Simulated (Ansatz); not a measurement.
# ZrHg: the cost of one run

Computed with Ansatz 0.2.0 (DFT r2SCAN, scalar-relativistic, plane waves, PAW, unless a step's input says otherwise).

### 1 Starting point

The structure is tetragonal, space group P4/mmm (No. 123). Conventional cell: a = 3.147 Å, b = 3.147 Å, c = 4.170 Å, α = 90.00°, β = 90.00°, γ = 90.00°. Around Zr (site symmetry 4/mmm) lie 8 Hg at 3.05 Å and 4 Zr at 3.15 Å. Hg (site symmetry 4/mmm) has 8 Zr at 3.05 Å and 4 Hg at 3.15 Å in its first shell of neighbours.

Structure file:

```
Zr Hg
1.0
     3.14700    0.00000    0.00000
     0.00000    3.14700    0.00000
     0.00000    0.00000    4.17000
Zr Hg
1 1
Direct
  0.50000 0.50000 0.50000
  0.00000 0.00000 0.00000
```

The structure comes from the Crystallography Open Database.

### 2 A first look at the start

input.yaml reads:

```yaml
crystal:
  lattice:
    - [3.147, 0.0, 0.0]
    - [0.0, 3.147, 0.0]
    - [0.0, 0.0, 4.17]
  atoms:
    - { symbol: Zr, position: [0.5, 0.5, 0.5] }
    - { symbol: Hg, position: [0.0, 0.0, 0.0] }
basis:
  ecutwfc: 500
kpoints:
  mp_grid: { grid: [6, 6, 4] }
hamiltonian:
  xc: r2scan
scf:
  occupations: { method: gaussian, width: 0.1 }
output:
  forces: true
  stress: true
  eigenvalues: true
```

On the command line:

```
ansatz run input.yaml --threads 1 --pin off --max-ram 2560MiB --backend cpu --events-out ev --progress --plain --runs-dir out
```

Q: Estimate wall time and peak memory on 1 thread of Arm Neoverse V1, shared host.

About 4.3 s, with a peak of 0.39 GiB.
